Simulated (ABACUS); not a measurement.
Ba2Tl5V3O12 in ABACUS: the effect of dispersion

Crystal: Ba2Tl5V3O12.

```
Tl Ba V O
1.0
     6.65272    0.04946    0.02017
     2.86070    8.36464    0.00384
     2.68279    2.46936    9.19569
Tl Ba V O
5 2 3 12
Cartesian
  3.7845 4.2101 3.2255
  6.5448 4.4409 5.5815
  8.1264 9.0456 6.1615
  6.6930 4.4787 1.0881
  4.6212 7.2113 6.8375
  5.5442 0.4859 0.2246
  5.0453 8.8099 3.1356
  7.8851 6.7880 3.1058
  2.5747 2.3174 0.3028
  2.2646 2.2781 6.0800
  3.6229 2.1646 4.9879
  8.0188 5.0381 3.1811
  3.7266 2.1571 1.5981
  7.5372 1.8755 5.1646
  4.9576 6.4605 9.0991
  7.0474 7.3889 4.4933
  8.6870 3.8848 6.7562
  6.8904 7.1926 1.7495
  1.1117 1.6298 0.9364
  5.2975 9.5590 7.4268
  5.9074 3.9074 8.2110
  9.3999 7.5353 2.8601
```

The cell was built by a generator and needn't be a form met in nature.

Alike in all runs:

```yaml
Program: ABACUS 3.10.1
Task: single point
Functional: RPBE
Potentials_or_basis: PseudoDojo NC SR 0.4.1 PBE standard
Cutoff: 1361 eV
Density_cutoff: 5442 eV
Basis: DZP LCAO (the cutoffs set its grid)
k_mesh: 5 × 4 × 3
Occupations: fermi-dirac, width 0.05 eV
Spin: collinear spin, ferromagnetic start
Starting_moments: "[0.0, 0.0, 0.0, 0.0, 0.0, 0.0, 0.0, 2.0, 2.0, 2.0, 0.0, 0.0, 0.0, 0.0, 0.0, 0.0, 0.0, 0.0, 0.0, 0.0, 0.0, 0.0] μB"
```

| dispersion | pressure (GPa) |
| --- | --- |
| none | 3.1 |
| D3 | ? |
| D3(BJ) | -4.4 |
| D3(BJ)+ABC | -4.3 |

What does the run with dispersion D3 give?

Pressure 2.1 GPa.

Caveats: the atomic orbitals were generated for these runs and aren't a published set; this release of the barium file is off; the potentials were made for another functional, which shifts forces and pressure; the basis of atomic orbitals isn't converged, which shifts pressures, moduli and gaps.

Runs at the PBE level aren't shown here.
